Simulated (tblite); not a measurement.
# C4H12SSi: the cost of one run

The runs use tblite 0.8.0 and PySCF 2.14.0, with density-fitted response routines of our own; the level of theory stands in each step. All values are computed, except where a source is named. Atoms are numbered from 0 throughout.

## 1. The molecule as given

18 atoms, charge 0, multiplicity 1; geometry from: force field or distance geometry start.

Bonds of the start (Å): C0–C1 1.52, C1–C2 1.52, C2–Si3 1.85, C1–C4 1.51, C4–S5 1.84, C0–H6 1.11, C0–H7 1.10, C0–H8 1.09, C1–H9 1.09, C2–H10 1.13, C2–H11 1.12, Si3–H12 1.48, Si3–H13 1.46, Si3–H14 1.48, C4–H15 1.10, C4–H16 1.10, S5–H17 1.40.

## 2. Geometry optimisation with GFN2-xTB

What the job is given:

```
{"job": {"kind": "relax", "xc": "GFN2-xTB", "basis": "xTB"}, "charge": 0, "multiplicity": 1}
C     -1.400200    -0.376000     0.892500
C     -0.331200     0.194400    -0.030400
C      1.003000    -0.436700     0.336000
Si     2.310900     0.251000    -0.778700
C     -0.793600    -0.160500    -1.418800
S     -2.420600     0.662000    -1.631300
H     -1.058200    -1.377700     1.235200
H     -1.461800     0.286900     1.769700
H     -2.317200    -0.516400     0.318600
H     -0.275100     1.275000     0.072200
H      0.978600    -1.554200     0.206100
H      1.174800    -0.231800     1.425100
H      2.984400    -0.840900    -1.507300
H      1.703700     1.121000    -1.778500
H      3.315700     1.018300    -0.015600
H     -0.925300    -1.250000    -1.461800
H     -0.069900     0.190600    -2.164600
H     -2.426900     1.751200    -0.744800
```

On the command line:

```sh
$ OMP_NUM_THREADS=1 python probes_run.py task.json out
```

This one command runs all jobs of the session in turn.

Q: Estimate the wall time of this first job on 1 thread of Arm Neoverse N1, shared host.

About 1.6 s.
